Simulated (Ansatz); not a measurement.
**CH6ClNSi (SMILES C[SiH](N)Cl), step by step**

Wanted: a series of 14 runs (HF/STO-3G, UHF/STO-3G, HF/3-21G, UHF/3-21G, HF/6-31G*, B3LYP/6-31G*, PBE/def2-SVP) of CH6ClNSi. 

The calculation is run with Ansatz 0.2.0.

### 1 Starting point

The species is CH6ClNSi (10 atoms), meant as a singlet with charge 0. As SMILES, `C[SiH](N)Cl`. Geometry: relaxed at PBE0-D4/def2-TZVP. This is one conformer, not always the lowest. The run starts from this shape.

Bond lengths: C1–Si2 1.853 Å, Si2–N3 1.706 Å, Si2–Cl4 2.081 Å, C1–H5 1.092 Å, C1–H6 1.092 Å, C1–H7 1.093 Å, Si2–H8 1.480 Å, N3–H9 1.008 Å, N3–H10 1.008 Å. Some angles: C1–Si2–N3 110.0°, C1–Si2–Cl4 106.9°, N3–Si2–Cl4 113.8°, C1–Si2–H8 113.9°, N3–Si2–H8 107.4°, Cl4–Si2–H8 105.0°, Si2–C1–H5 110.6°, Si2–C1–H6 110.4°, Si2–C1–H7 110.6°, Si2–N3–H9 120.0°.

### 2 A structure relaxation at HF/STO-3G (start density atoms) (run 1)

Contents of job.yaml:

```yaml
crystal:
  periodic: [false, false, false]
  atoms:
    - symbol: C
      position_ang: [-0.924300, 0.960300, -0.429600]
    - symbol: Si
      position_ang: [-0.055600, -0.637600, -0.073400]
    - symbol: "N"
      position_ang: [1.200800, -0.379200, 1.050800]
    - symbol: Cl
      position_ang: [0.594900, -1.392500, -1.900800]
    - symbol: H
      position_ang: [-1.720000, 0.809500, -1.161600]
    - symbol: H
      position_ang: [-1.359500, 1.369700, 0.485000]
    - symbol: H
      position_ang: [-0.226900, 1.694300, -0.841400]
    - symbol: H
      position_ang: [-0.936500, -1.689500, 0.482600]
    - symbol: H
      position_ang: [1.847500, 0.382600, 0.917600]
    - symbol: H
      position_ang: [1.662700, -1.168700, 1.473800]
basis:
  gaussian:
    orbitals: STO-3G
hamiltonian:
  xc: hf
relax:
  f_tol: 0.002
output: {orbitals: {seedname: orbitals}}
```

Run with:

```sh
$ ansatz run job.yaml --threads 1 --pin off --max-ram 3480MiB --events-out events.jsonl --progress --plain --runs-dir runs
```

Log:

```text
Warning: RAYON_NUM_THREADS=1 ignored (pool sized by the plan → 1); use --threads N
The last accepted step is kept in runs//last_step.txt (removed where the run ends without a failure and the disk answers)
[... 87 lines left out ...]
Total energy: -22719.39602916 eV, -834.9224043120 hartree
[... 10 lines left out ...]
Dipole moment:    -0.095433     0.232151     0.446079 e Å
```

Run time: 12 s. Hardware: 1 thread of Arm Neoverse V2, shared host; peak memory 0.13 GiB.

Steps, from the record of the run:

```csv
step,energy from the first frame kept (eV),largest force (eV/Å)
1,0.0000,1.9756
2,-0.0744,0.3106
3,-0.0784,0.1582
4,-0.0806,0.1892
5,-0.0822,0.0800
6,-0.0824,0.0534
7,-0.0825,0.0153
8,-0.0825,0.0033
9,-0.0825,0.0063
10,-0.0825,0.0084
11,-0.0825,0.0081
12,-0.0825,0.0011
```

After the run. Bond lengths: C1–Si2 1.853 Å, Si2–N3 1.716 Å, Si2–Cl4 2.105 Å, C1–H5 1.082 Å, C1–H6 1.083 Å, C1–H7 1.082 Å, Si2–H8 1.423 Å, N3–H9 1.020 Å, N3–H10 1.020 Å. Some angles: C1–Si2–N3 110.7°, C1–Si2–Cl4 107.4°, N3–Si2–Cl4 110.8°, C1–Si2–H8 113.5°, N3–Si2–H8 109.0°, Cl4–Si2–H8 105.4°, Si2–C1–H5 111.1°, Si2–C1–H6 110.2°, Si2–C1–H7 111.4°, Si2–N3–H9 117.0°.

### 3 Vibrational wavenumbers at HF/STO-3G (start density atoms) (run 2)

Contents of run.yaml:

```yaml
crystal:
  periodic: [false, false, false]
  atoms:
    - {symbol: C, position_ang: [-0.941670, 0.962849, -0.428549]}
    - {symbol: Si, position_ang: [-0.079416, -0.630494, -0.037607]}
    - {symbol: "N", position_ang: [1.187159, -0.372194, 1.091198]}
    - {symbol: Cl, position_ang: [0.675629, -1.396408, -1.847682]}
    - {symbol: H, position_ang: [-1.727931, 0.810968, -1.156031]}
    - {symbol: H, position_ang: [-1.387195, 1.376034, 0.467459]}
    - {symbol: H, position_ang: [-0.254073, 1.695782, -0.829241]}
    - {symbol: H, position_ang: [-0.950454, -1.637330, 0.465065]}
    - {symbol: H, position_ang: [1.878632, 0.339032, 0.855247]}
    - {symbol: H, position_ang: [1.682419, -1.199339, 1.423140]}
basis:
  gaussian:
    orbitals: STO-3G
total_charge: 0
hamiltonian:
  xc: hf
phonons:
  temperatures:
    t_min: 298.15
    t_max: 298.15
    t_step: 1
```

Run with:

```sh
$ ansatz run run.yaml --threads 1 --pin off --max-ram 3480MiB --events-out events.jsonl --progress --plain --runs-dir runs
```

Log:

```text
Warning: RAYON_NUM_THREADS=1 ignored (pool sized by the plan → 1); use --threads N
[... 326 lines left out ...]
Total energy: -22719.39604319 eV, -834.9224048277 hartree
[... 10 lines left out ...]
Dipole moment:    -0.095434     0.232151     0.446078 e Å
Vibrations: 129.83 220.98 242.67 286.73 328.43 563.85 616.25 834.70 881.34 973.44 1003.37 1094.09 1134.61 1189.30 1673.46 1829.61 1831.81 1983.35 2901.05 3576.33 3756.71 3761.83 4002.17 4181.98 cm⁻¹, zero-point energy 2.417561 eV
```

Wall time 25 s (1 thread of Arm Neoverse V2, shared host).

Runs 3 to 6 aren't shown in full; the table further down has their settings and results.

### 4 The doublet cation: a single-point energy at UHF/3-21G (start density atoms) (run 7)

Contents of run.yaml:

```yaml
crystal:
  periodic: [false, false, false]
  atoms:
    - {symbol: C, position_ang: [-0.937256, 0.982239, -0.437962]}
    - {symbol: Si, position_ang: [-0.054161, -0.643591, -0.053032]}
    - {symbol: "N", position_ang: [1.274609, -0.419740, 1.015694]}
    - {symbol: Cl, position_ang: [0.579406, -1.441373, -2.027522]}
    - {symbol: H, position_ang: [-1.752227, 0.817236, -1.133288]}
    - {symbol: H, position_ang: [-1.340784, 1.408609, 0.475133]}
    - {symbol: H, position_ang: [-0.259539, 1.702259, -0.884173]}
    - {symbol: H, position_ang: [-0.932231, -1.701869, 0.474939]}
    - {symbol: H, position_ang: [1.833888, 0.410768, 1.020476]}
    - {symbol: H, position_ang: [1.671395, -1.165638, 1.552734]}
basis:
  gaussian:
    orbitals: 3-21G.json
magnetization:
  spin_polarized: true
  initial_magnetization: 1
total_charge: 1
hamiltonian:
  xc: hf
```

The basis set 3-21G is read from a file made from the Basis Set Exchange's data (not shown).

Run with:

```sh
$ ansatz run run.yaml --threads 1 --pin off --max-ram 3480MiB --events-out events.jsonl --progress --plain --runs-dir runs
```

Log:

```text
Warning: RAYON_NUM_THREADS=1 ignored (pool sized by the plan → 1); use --threads N
Functional definition: HF
  name "HF"
  exchange = exact_x
  correlation = 0
662 factors; integrals over basis functions are off by at most 9.3e-4 eV
mean field evaluation 1: about -22845.1662 eV, gradient 2.6e1 eV
mean field evaluation 2: about -22845.3524 eV, gradient 2.7e1 eV
mean field evaluation 4: about -22849.1235 eV, gradient 3.3e0 eV
mean field evaluation 8: about -22850.3314 eV, gradient 3.1e0 eV
mean field evaluation 16: about -22850.7294 eV, gradient 5.5e-2 eV
mean field evaluation 32: about -22849.7179 eV, gradient 1.8e-1 eV
mean field evaluation 64: about -22844.2518 eV, gradient 2.9e1 eV
mean field evaluation 96: about -22850.1526 eV, gradient 3.0e0 eV
mean field -22850.72950208 eV, -839.7488204205 hartree, gradient 3.6e-5 eV, S^2 0.765908; 2 other end points of the search recorded, 0 dependent functions left out
reference -22850.72950208 eV, -839.7488204205 hartree; 25, 24 occupied and 31, 32 virtual orbitals, 662 factors
Total energy: -22850.72950208 eV, -839.7488204205 hartree
```

It took 1.4 s on 1 thread of Arm Neoverse V2, shared host; peak memory 0.13 GiB.

Runs 8 to 13 aren't shown in full; the table further down has their settings and results.

### 5 Vibrational wavenumbers at PBE/def2-SVP (start density atoms) (run 14)

Contents of in.yaml:

```yaml
basis:
  gaussian: {orbitals: def2-SVP}
crystal:
  periodic: [false, false, false]
  atoms:
    - {symbol: C, position_ang: [-0.935893, 0.970034, -0.433529]}
    - {symbol: Si, position_ang: [-0.057451, -0.646382, -0.072265]}
    - {symbol: N, position_ang: [1.199923, -0.373526, 1.090972]}
    - {symbol: Cl, position_ang: [0.620394, -1.404360, -1.926954]}
    - {symbol: H, position_ang: [-1.746338, 0.816776, -1.173400]}
    - {symbol: H, position_ang: [-1.373782, 1.390499, 0.494261]}
    - {symbol: H, position_ang: [-0.230586, 1.713643, -0.857898]}
    - {symbol: H, position_ang: [-0.953602, -1.706619, 0.492774]}
    - {symbol: H, position_ang: [1.874166, 0.376577, 0.911614]}
    - {symbol: H, position_ang: [1.686268, -1.187742, 1.477425]}
hamiltonian: {xc: {name: PBE}}
phonons: {temperatures: {t_min: 298.15, t_max: 298.15, t_step: 1}}
```

Run with:

```sh
$ ansatz run in.yaml --threads 1 --pin off --max-ram 3480MiB --events-out events.jsonl --progress --plain --runs-dir runs
```

Log, cut to the lines that bear on the results:

```text
Warning: RAYON_NUM_THREADS=1 ignored (pool sized by the plan → 1); use --threads N
[...]
1069 factors; their error is unknown
[...]
1069 factors; their error is unknown
[...]
1069 factors; their error is unknown
[...]
1069 factors; their error is unknown
[...]
1069 factors; their error is unknown
[...]
1069 factors; their error is unknown
[...]
1069 factors; their error is unknown
[...]
1069 factors; their error is unknown
[...]
1069 factors; their error is unknown
[...]
1069 factors; their error is unknown
[...]
1069 factors; their error is unknown
[...]
1069 factors; their error is unknown
[...]
1069 factors; their error is unknown
[...]
1069 factors; their error is unknown
[...]
1069 factors; their error is unknown
[...]
1069 factors; their error is unknown
[...]
1069 factors; their error is unknown
[...]
Dipole moment:     0.131032     0.239582     0.301813 e Å
Vibrations: 147.08 182.68 204.80 248.46 294.38 461.87 494.71 618.15 684.83 739.98 807.70 847.44 869.97 898.31 1220.57 1378.29 1381.85 1499.32 2192.19 2980.70 3080.15 3089.98 3477.47 3570.27 cm⁻¹, zero-point energy 1.944765 eV
```

Run time: 91 s. Hardware: 1 thread of Arm Neoverse V2, shared host; peak memory 0.12 GiB.

### 6 All runs side by side

```
run                                                    level         task  walk f tol  partner  energy (Eh)  dipole moment (D)  wall time
  1                          HF/STO-3G (start density atoms)     optimise       0.002     base  -834.922404               2.46       12 s
  2                          HF/STO-3G (start density atoms)  frequencies           –     base  -834.922405               2.46       25 s
  3                         UHF/STO-3G (start density atoms)       energy           –   cation  -834.671691                  –     0.28 s
  4                         UHF/STO-3G (start density atoms)     optimise           –   cation  -834.708283                  –      9.6 s
  5                           HF/3-21G (start density atoms)     optimise       0.002     base  -840.080846               4.44      7.5 s
  6                           HF/3-21G (start density atoms)  frequencies           –     base  -840.080844               4.44       29 s
  7                          UHF/3-21G (start density atoms)       energy           –   cation  -839.748820                  –      1.4 s
  8                          UHF/3-21G (start density atoms)     optimise           –   cation  -839.777639                  –       17 s
  9     HF/6-31G* (Cartesian functions, start density atoms)     optimise       0.002     base  -844.302173               2.53       14 s
 10     HF/6-31G* (Cartesian functions, start density atoms)  frequencies           –     base  -844.302173               2.53       73 s
 11  B3LYP/6-31G* (Cartesian functions, start density atoms)     optimise       0.002     base  -846.251222               2.39       32 s
 12  B3LYP/6-31G* (Cartesian functions, start density atoms)  frequencies           –     base  -846.251222               2.39    2.2 min
 13                       PBE/def2-SVP (start density atoms)     optimise       0.002     base  -845.474188               1.95       23 s
 14                       PBE/def2-SVP (start density atoms)  frequencies           –     base  -845.474188               1.95       91 s
```

### 7 What came out

```
                                                                          quantity          value
                                                run 14, PBE/def2-SVP: total energy  -845.47419 Eh
                                               run 14, PBE/def2-SVP: dipole moment         1.95 D
                                    run 14, PBE/def2-SVP: largest force on an atom     0.000 eV/Å
                                  run 14, PBE/def2-SVP: lowest harmonic wavenumber       147 cm⁻¹
                                 run 14, PBE/def2-SVP: highest harmonic wavenumber      3570 cm⁻¹
                                           run 14, PBE/def2-SVP: zero-point energy   187.6 kJ/mol
                     vertical ionisation energy (to the doublet cation), HF/STO-3G       6.822 eV
                      vertical ionisation energy (to the doublet cation), HF/3-21G       9.035 eV
adiabatic ionisation energy (to the doublet cation, no zero-point term), HF/STO-3G       5.827 eV
 adiabatic ionisation energy (to the doublet cation, no zero-point term), HF/3-21G       8.251 eV
```

**Reading.** At HF/STO-3G: the vertical ionisation energy comes to 6.82 eV (658 kJ/mol). In a minimal basis such a difference can be off by several eV, whatever the method. At HF/3-21G: the vertical ionisation energy comes to 9.03 eV (208 kcal/mol). At HF/STO-3G: the adiabatic ionisation energy (to the doublet cation, no zero-point term) is 5.83 eV (134 kcal/mol). At HF/3-21G: the adiabatic ionisation energy (to the doublet cation, no zero-point term) is 8.25 eV (190 kcal/mol). Totals of different functionals can't be ranked against each other. In runs 1, 2, 3, 4 the basis is minimal, so the values are rough. All runs together took 7.8 min, the longest 2.2 min.
